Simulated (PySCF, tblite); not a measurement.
# C₄H₁₀B₂S₂: geometry, infrared bands and NMR shifts

What infrared bands and NMR shifts should C₄H₁₀B₂S₂ (`BC1CSB(C)SC1`) show?

The runs use tblite 0.8.0 and PySCF 2.14.0, with density-fitted response routines of our own; the level of theory stands in each step. All values are computed, except where a source is named. Atoms count from 0, in the outputs and in this text.

### 1 The molecule as given

18 atoms, charge 0, multiplicity 1; geometry from: force field or distance geometry start.

Bonds of the start (Å): B0–C1 1.59, C1–C2 1.54, C2–S3 1.83, S3–B4 1.89, B4–C5 1.59, B4–S6 1.86, S6–C7 1.82, C7–C1 1.56, B0–H8 1.18, B0–H9 1.18, C1–H10 1.11, C2–H11 1.11, C2–H12 1.12, C5–H13 1.11, C5–H14 1.11, C5–H15 1.11, C7–H16 1.12, C7–H17 1.12.

### 2 Optimising the geometry with GFN2-xTB

What the job is given:

```
{"job": {"kind": "relax", "xc": "GFN2-xTB", "basis": "xTB"}, "charge": 0, "multiplicity": 1}
B     -2.620000    -0.537000    -0.550100
C     -1.359200     0.246900     0.022500
C     -0.479300     0.752700    -1.139400
S      0.747300     2.004400    -0.621000
B      1.622700     0.788600     0.531600
C      2.873500    -0.032400     0.003000
S      0.644800     0.203900     2.006700
C     -0.563100    -0.693700     0.981500
H     -3.713500    -0.143400    -0.319300
H     -2.487600    -1.504800    -1.204600
H     -1.739700     1.108100     0.611200
H      0.015700    -0.091200    -1.657600
H     -1.140400     1.263600    -1.882600
H      2.628000    -0.532300    -0.954200
H      3.161200    -0.790600     0.756100
H      3.728300     0.660700    -0.142400
H     -1.270500    -1.191400     1.685500
H     -0.056900    -1.505700     0.401400
```

Command:

```
OMP_NUM_THREADS=1 python probes_run.py task.json out
```

The driver reads the jobs from task.json and runs them one after another.

**Question.** This job is followed by: GFN2-xTB harmonic vibrations, gas phase; GIAO PBE0/pcSseg-1 NMR shielding, non-relativistic, gas phase. Predict these results of the whole session: strongest single infrared mode (GFN2-xTB); zero-point energy (GFN2-xTB); 13C shifts against TMS (PBE0/pcSseg-1, means over atoms taken as alike); 1H shifts against TMS (PBE0/pcSseg-1, means over atoms taken as alike); 11B shifts against BF3·OEt2 (PBE0/pcSseg-1); 33S shifts against CS2 (PBE0/pcSseg-1, means over atoms taken as alike).

**Answer**, as computed:

```
                                                               quantity                             value
                              strongest single infrared mode (GFN2-xTB)              814 cm⁻¹, 133 km/mol
                                           zero-point energy (GFN2-xTB)                     85.2 kcal/mol
13C shifts against TMS (PBE0/pcSseg-1, means over atoms taken as alike)               37.9, 30.8, 9.8 ppm
 1H shifts against TMS (PBE0/pcSseg-1, means over atoms taken as alike)  7.77, 2.69, 2.38, 2.22, 0.88 ppm
                            11B shifts against BF3·OEt2 (PBE0/pcSseg-1)                    88.5, 60.0 ppm
33S shifts against CS2 (PBE0/pcSseg-1, means over atoms taken as alike)                            39 ppm
```

Over 94 steps the energy fell by 1.121 eV; of the close pairs, S3–B4 changed most, 1.890 to 1.789 Å. The lowest mode is imaginary (110i cm⁻¹), so the xTB geometry is not a minimum. The strongest single mode, at 814 cm⁻¹, has its largest shares on H9, H8 and B0 (the list is cut at 3 atoms). GFN2-xTB is a fitted tight-binding method: band positions and strengths are rough. Its intensities can rank the bands wrongly. At PBE0/pcSseg-1: The widest tensor belongs to S3, S6: span 349 ppm, with a paramagnetic part of -593 ppm.
